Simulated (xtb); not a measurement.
**GFN1-xTB run of CH4ClGe (SMILES [CH3][GeH][Cl])**

Aim: the vertical ionisation energy of CH4ClGe at GFN1-xTB, from 2 runs. 

The results are computed with xtb 6.7.1.

10 further runs of the same task are left out: 10 set aside as unsound or not needed.

**1. The molecule**

The species is CH4ClGe (7 atoms), meant as a doublet with charge 0. As SMILES, `[CH3][GeH][Cl]`. The shape is that of a PBE0-D4/def2-TZVP optimisation.

Bond lengths: C1–Ge2 1.957 Å, Ge2–Cl3 2.169 Å, C1–H4 1.092 Å, C1–H5 1.089 Å, C1–H6 1.091 Å, Ge2–H7 1.553 Å. Angles: C1–Ge2–Cl3 107.0°, C1–Ge2–H7 112.6°, Cl3–Ge2–H7 105.6°, Ge2–C1–H4 108.6°, Ge2–C1–H5 110.0°, Ge2–C1–H6 109.8°, H4–C1–H5 109.4°, H4–C1–H6 109.5°, H5–C1–H6 109.6°.

**2. Energy and forces at GFN1-xTB**

Input file mol.coord:

```
$coord
     -1.385358221963      0.828455933036     -0.494919272039  c
      1.333012808311     -1.673352483356     -0.346008853419  ge
      1.921851468744     -2.573240063903      3.608432034973  cl
     -0.819007302413      2.484044990821      0.599610099344  h
     -3.110867146359      0.040440139067      0.303867960840  h
     -1.719461800797      1.378366235302     -2.453242454989  h
      3.895481433304     -0.613216127441     -1.304099998604  h
$end
```

Run with:

```bash
$ xtb --uhf 1 --gfn 1 --json --grad -P 1 -- mol.coord > mol.out
```

The log of the run:

```text
* xtb version 6.7.1
[...]
          :  # basis functions                  32          :
[...]
          :  # electrons                        19          :
[...]
          :  Hamiltonian                  GFN1-xTB          :
[...]
          :  net charge                          0          :
          :  unpaired electrons                  1          :
[...]
   *** convergence criteria satisfied after 11 iterations ***
[...]
         ::                     SUMMARY                     ::
         :::::::::::::::::::::::::::::::::::::::::::::::::::::
         :: total energy             -10.184972799084 Eh    ::
         :: gradient norm              0.023656093296 Eh/a0 ::
         :: HOMO-LUMO gap              4.680261847769 eV    ::
         ::.................................................::
         :: SCC energy               -10.249671694034 Eh    ::
         :: -> electrostatic           0.007052000767 Eh    ::
         :: repulsion energy           0.066715507716 Eh    ::
         :: dispersion energy         -0.002016612765 Eh    ::
         :: halogen bond corr.         0.000000000000 Eh    ::
         :: add. restraining           0.000000000000 Eh    ::
         :: total charge              -0.000000000000 e     ::
         :::::::::::::::::::::::::::::::::::::::::::::::::::::
[...]
        10        1.0000           -0.3495833              -9.5126 (HOMO)
        11                         -0.1775868              -4.8324 (LUMO)
[...]
     #   Z sym  total        # sym  WBO       # sym  WBO       # sym  WBO
 ---------------------------------------------------------------------------
     1   6 c    3.973 --     2 ge   1.009     6 h    0.967     5 h    0.960
                             4 h    0.952
     2  32 ge   3.355 --     3 cl   1.320     1 c    1.009     7 h    0.925
     3  17 cl   1.398 --     2 ge   1.320
     4   1 h    1.000 --     1 c    0.952
     5   1 h    1.005 --     1 c    0.960
     6   1 h    1.005 --     1 c    0.967
     7   1 h    1.001 --     2 ge   0.925
 ---------------------------------------------------------------------------
[...]
          | TOTAL ENERGY              -10.184972799084 Eh   |
          | GRADIENT NORM               0.023656093296 Eh/α |
          | HOMO-LUMO GAP               4.680261847769 eV   |
           -------------------------------------------------
[...]
```

Standard error:

```text
normal termination of xtb
```

Wall time 0.025 s (1 thread of AMD EPYC 9R45 (Zen 5), shared host).

**3. The singlet cation**

Input file in.coord:

```
$coord angs
    -0.7331000     0.4384000    -0.2619000  C
     0.7054000    -0.8855000    -0.1831000  Ge
     1.0170000    -1.3617000     1.9095000  Cl
    -0.4334000     1.3145000     0.3173000  H
    -1.6462000     0.0214000     0.1608000  H
    -0.9099000     0.7294000    -1.2982000  H
     2.0614000    -0.3245000    -0.6901000  H
$end
```

Run with:

```bash
$ xtb -c 1 --gfn 1 --grad -- in.coord | tee xtb.out
```

The log of the run:

```text
* xtb version 6.7.1
[...]
          :  # basis functions                  32          :
[...]
          :  # electrons                        18          :
[...]
          :  Hamiltonian                  GFN1-xTB          :
[...]
          :  net charge                          1          :
          :  unpaired electrons                  0          :
[...]
   *** convergence criteria satisfied after 12 iterations ***
[...]
         ::                     SUMMARY                     ::
         :::::::::::::::::::::::::::::::::::::::::::::::::::::
         :: total energy              -9.730486535930 Eh    ::
         :: gradient norm              0.070657286556 Eh/a0 ::
         :: HOMO-LUMO gap              2.401499953130 eV    ::
         ::.................................................::
         :: SCC energy                -9.795185430882 Eh    ::
         :: -> electrostatic           0.104186243187 Eh    ::
         :: repulsion energy           0.066715507718 Eh    ::
         :: dispersion energy         -0.002016612765 Eh    ::
         :: halogen bond corr.         0.000000000000 Eh    ::
         :: add. restraining           0.000000000000 Eh    ::
         :: total charge               1.000000000000 e     ::
         :::::::::::::::::::::::::::::::::::::::::::::::::::::
[...]
         9        2.0000           -0.6501295             -17.6909 (HOMO)
        10                         -0.5618760             -15.2894 (LUMO)
[...]
     #   Z sym  total        # sym  WBO       # sym  WBO       # sym  WBO
 ---------------------------------------------------------------------------
     1   6 C    3.989 --     2 Ge   1.024     6 H    0.943     5 H    0.932
                             4 H    0.918
     2  32 Ge   3.618 --     3 Cl   1.595     1 C    1.024     7 H    0.848
     3  17 Cl   1.743 --     2 Ge   1.595
     4   1 H    0.988 --     1 C    0.918
     5   1 H    0.989 --     1 C    0.932
     6   1 H    0.989 --     1 C    0.943
     7   1 H    0.999 --     2 Ge   0.848
 ---------------------------------------------------------------------------
[...]
          | TOTAL ENERGY               -9.730486535930 Eh   |
          | GRADIENT NORM               0.070657286556 Eh/α |
          | HOMO-LUMO GAP               2.401499953130 eV   |
           -------------------------------------------------
[...]
```

Standard error:

```text
normal termination of xtb
```

Wall time 0.021 s (1 thread of AMD EPYC 9R45 (Zen 5), shared host).

**4. What came out**

At GFN1-xTB:

| quantity | value |
| --- | --- |
| doublet CH4ClGe: total energy | -10.18497 Eh |
| doublet CH4ClGe: dipole moment | 2.67 D |
| doublet CH4ClGe: HOMO energy (partly filled) | -9.51 eV |
| doublet CH4ClGe: LUMO energy | -4.83 eV |
| doublet CH4ClGe: dispersion energy | -5.29 kJ/mol |
| doublet CH4ClGe: largest force on an atom | 0.962 eV/Å |
| singlet cation: total energy | -9.73049 Eh |
| singlet cation: HOMO energy | -17.69 eV |
| singlet cation: LUMO energy | -15.29 eV |
| singlet cation: HOMO–LUMO gap | 2.40 eV |
| singlet cation: dispersion energy | -5.29 kJ/mol |
| singlet cation: largest force on an atom | 2.978 eV/Å |
| vertical ionisation energy (to the singlet cation) | 12.367 eV |

**Reading.** Removing an electron at fixed nuclei costs 12.37 eV (1193 kJ/mol). The largest force (doublet CH4ClGe) is 0.96 eV/Å: the shape isn't a stationary point for this species at this level. Only the singlet of the ionised species was computed; a triplet could lie lower. xTB total energies overstate such differences by several eV unless an empirical shift is taken off; none is applied here. Mulliken charges (doublet CH4ClGe) run from -0.15 on C1 to +0.22 on Ge2.
